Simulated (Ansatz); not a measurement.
# C₂H₈GeN₂: up Jacob's ladder to CCSD(T)

An exercise on one series of results from a longer session: the logs are not shown, and one member is left open.

Computed with Ansatz 0.2.0, Gaussian basis. Level: functionals in def2-TZVPP, the program's frozen cores in correlated methods.

Levels to be run: LDA (SPW92), PBE-D4, revPBE-D4, BLYP-D4, r2SCAN-D4, B97M-V, PBE0-D4, B3LYP-D4, r2SCANh-D4, r2SCAN0-D4, HSE06-D4, BHLYP-D4, CAM-B3LYP-D4, LC-ωPBE, ωB97X-V, ωB97M-V, B2PLYP, PBE-QIDH; CCSD(T)/def2-SVP; CCSD(T)/def2-TZVPP; MP2/def2-QZVPP; extrapolation to the limit; RPA on PBE.

### The relaxed structure

The geometry comes from an earlier relaxation with PBE0-D4 in a triple-zeta def2 set; it is a stationary point, not always the lowest conformer.

SMILES `C[N](C)[Ge][NH2]`, 13 atoms, charge 0, spin multiplicity 1.

Atoms are counted from 1 here; the program's logs count them from 0.

Bond lengths: C1–N2 1.436 Å, C1–H6 1.090 Å, C1–H7 1.100 Å, C1–H8 1.099 Å, N2–C3 1.441 Å, N2–Ge4 1.839 Å, C3–H9 1.099 Å, C3–H10 1.099 Å, C3–H11 1.094 Å, Ge4–N5 1.830 Å, N5–H12 1.007 Å, N5–H13 1.007 Å. Angles: N2–C1–H6 111.5°, N2–C1–H7 112.1°, N2–C1–H8 110.8°, H6–C1–H7 108.1°, H6–C1–H8 107.0°, H7–C1–H8 107.2°, C1–N2–C3 112.9°, C1–N2–Ge4 129.2°, C3–N2–Ge4 117.9°, N2–C3–H9 111.9°, N2–C3–H10 111.5°, N2–C3–H11 110.3°, H9–C3–H10 107.3°, H9–C3–H11 107.7°, H10–C3–H11 107.9°, N2–Ge4–N5 100.0°, Ge4–N5–H12 128.7°, Ge4–N5–H13 119.1° and more.

Set-up of the first run:

Input file in.yaml:

```yaml
crystal:
  periodic: [false, false, false]
  atoms:
    - {symbol: C, position_ang: [-0.095842, 1.061017, 0.532718]}
    - {symbol: N, position_ang: [0.401019, -0.194115, 0.042073]}
    - {symbol: C, position_ang: [1.678951, -0.550401, 0.604241]}
    - {symbol: Ge, position_ang: [-0.383028, -1.375992, -1.127827]}
    - {symbol: N, position_ang: [-1.992348, -0.544626, -1.387790]}
    - {symbol: H, position_ang: [-0.970421, 1.390869, -0.028484]}
    - {symbol: H, position_ang: [-0.371810, 1.010361, 1.595917]}
    - {symbol: H, position_ang: [0.665423, 1.846961, 0.432648]}
    - {symbol: H, position_ang: [1.629858, -0.656618, 1.697346]}
    - {symbol: H, position_ang: [2.442745, 0.208288, 0.382894]}
    - {symbol: H, position_ang: [2.022094, -1.503692, 0.192709]}
    - {symbol: H, position_ang: [-2.366564, 0.263502, -0.917294]}
    - {symbol: H, position_ang: [-2.660078, -0.955555, -2.019160]}
basis:
  gaussian: {orbitals: def2-TZVPP}
hamiltonian: {xc: lda}
output: {orbitals: {seedname: orbitals}}
```

Command:

```console
$ ansatz run in.yaml --threads 4 --pin off --events-out ev --progress --plain --max-ram 11315MiB
```

Among the steps run: LDA; PBE-D4 (GGA); revPBE-D4 (GGA); BLYP-D4 (GGA); r2SCAN-D4 (meta-GGA); B97M-V (meta-GGA); B3LYP-D4 (hybrid); r2SCANh-D4 (hybrid); r2SCAN0-D4 (hybrid); HSE06-D4 (hybrid); BHLYP-D4 (hybrid); CAM-B3LYP-D4 (range-separated); LC-ωPBE (range-separated); ωB97X-V (range-separated); ωB97M-V (range-separated); B2PLYP (double hybrid); PBE-QIDH (double hybrid).

One of the session's tables, all rows but one given; the rest of the session is left out.

It belongs to the step «Orbital energies across the functionals». 

```
  functional  HOMO (eV)  gap (eV)
 LDA (SPW92)      -5.15      3.58
      PBE-D4      -5.02      3.63
   revPBE-D4      -4.96      3.65
     BLYP-D4      -4.88      3.60
   r2SCAN-D4          ?         ?
      B97M-V      -5.32      4.06
     PBE0-D4      -6.25      5.60
    B3LYP-D4      -6.02      5.17
  r2SCANh-D4      -5.72      4.68
  r2SCAN0-D4      -6.42      5.81
    HSE06-D4      -5.85      4.83
    BHLYP-D4      -7.41      7.58
CAM-B3LYP-D4      -7.57      7.94
     LC-ωPBE      -8.91     10.35
     ωB97X-V      -8.58      9.93
     ωB97M-V      -8.48      9.72
```

Q: Estimate the row for r2SCAN-D4 from the others.

Worked estimate for «HOMO (eV)». Against the share of exact exchange, r2SCANh-D4 (0.1, -5.72), r2SCAN0-D4 (0.25, -6.42) give a slope of -4.67 per unit share; at 0 the line stands at -5.25.

The run gave: HOMO (eV): -5.26; gap (eV): 3.94. In «HOMO (eV)» the line misses by +0.01.
